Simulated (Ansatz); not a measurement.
# CH2Ga (quartet): from Hartree-Fock to the top rungs, cc-pVTZ

An exercise on one series of results from a longer session: the logs are not shown, and one member is left open.

Computed with Ansatz 0.2.0, Gaussian basis. Level: cc-pVTZ, core rule «outside noble gas», up to 15 orbitals frozen.

Plan: UHF; CCSD(T) on ROHF; CCSD(T) on UHF; BCCD(T) on ROHF; CCSDT(Q) on ROHF; CCSDT(Q) on UHF; CASSCF and MRCISD+Q, 9 electrons in 10 orbitals; CASSCF and NEVPT2, 9 electrons in 10 orbitals.

12 further runs of the same task are left out: 7 for a known fault of the program, 5 set aside as unsound or not needed.

## What is computed

The geometry is a PBE0/def2-TZVP stationary point (not a proven minimum). No spin-orbit coupling is included. The filled d shell of Ga may be among the frozen orbitals whatever the setting's name suggests; the logs give the count.

4 atoms, charge 0, spin multiplicity 4.

Atoms are counted from 1 here; the program's logs count them from 0.

Bond lengths: C1–Ga2 1.979 Å, C1–H3 1.085 Å, C1–H4 1.085 Å. Angles: Ga2–C1–H3 120.7°, Ga2–C1–H4 120.7°, H3–C1–H4 118.7°.

Geometry (Å):

```xyz
4

C     0.0000    0.0000    1.6343
Ga    0.0000    0.0000   -0.3448
H     0.0000    0.9334    2.1876
H     0.0000   -0.9334    2.1876
```

Set-up of the first run:

Contents of in.yaml:

```yaml
crystal:
  periodic: [false, false, false]
  atoms:
    - {symbol: C, position_ang: [0.000000, 0.000000, 1.634303]}
    - {symbol: Ga, position_ang: [0.000000, 0.000000, -0.344779]}
    - {symbol: H, position_ang: [0.000000, 0.933392, 2.187576]}
    - {symbol: H, position_ang: [0.000000, -0.933392, 2.187576]}
basis:
  gaussian: {orbitals: cc-pVTZ}
magnetization: {spin_polarized: true, initial_magnetization: 3}
hamiltonian: {xc: hf}
output: {orbitals: {seedname: orbitals}}
```

Launch:

```
$ ansatz run in.yaml --threads 1 --pin off --events-out ev --progress --plain --max-ram 4096MiB --backend cpu
```

Steps of the session up to this table: UHF; CCSD(T) on ROHF; CCSD(T) on UHF; BCCD(T) on ROHF; CCSDT(Q) on ROHF; CCSDT(Q) on UHF; CASSCF and MRCISD+Q, 9 electrons in 10 orbitals; CASSCF and NEVPT2, 9 electrons in 10 orbitals.

One of the session's tables, all rows but one given; the rest of the session is left out.

```
          method  from RCCSDT(Q) (meV)
            ROHF               +5846.5
             UHF               +5656.4
            RMP2                +865.9
            UMP2                +876.2
           RCCSD                +244.1
           UCCSD                     ?
        RCCSD(T)                 +32.4
        UCCSD(T)                 +12.4
         BCCD(T)                 +33.0
          RCCSDT                  +9.8
          UCCSDT                 -12.1
       RCCSDT(Q)                     0
       UCCSDT(Q)                 -21.8
  CASSCF valence               +3680.8
  NEVPT2 valence                +889.3
  MRCISD valence                +230.1
MRCISD+Q valence                 +38.5
```

Q: Estimate the row for UCCSD from the others.

The run gave: from RCCSDT(Q) (meV): +215.2. In the column «from RCCSDT(Q) (meV)» it lies between MRCISD+Q valence (+38.5) and MRCISD valence (+230.1).

With the free atoms at the same levels and basis (separate runs), the atomisation energy is 9.111 eV at RCCSDT(Q), 9.101 eV at RCCSD(T), 9.115 eV at UCCSD(T), 7.216 eV at ROHF.

Limits of these values: Restricted and unrestricted rows rest on different reference determinants; where their highest levels disagree by more than a few hundredths of an eV, they describe different states and don't form one ladder.
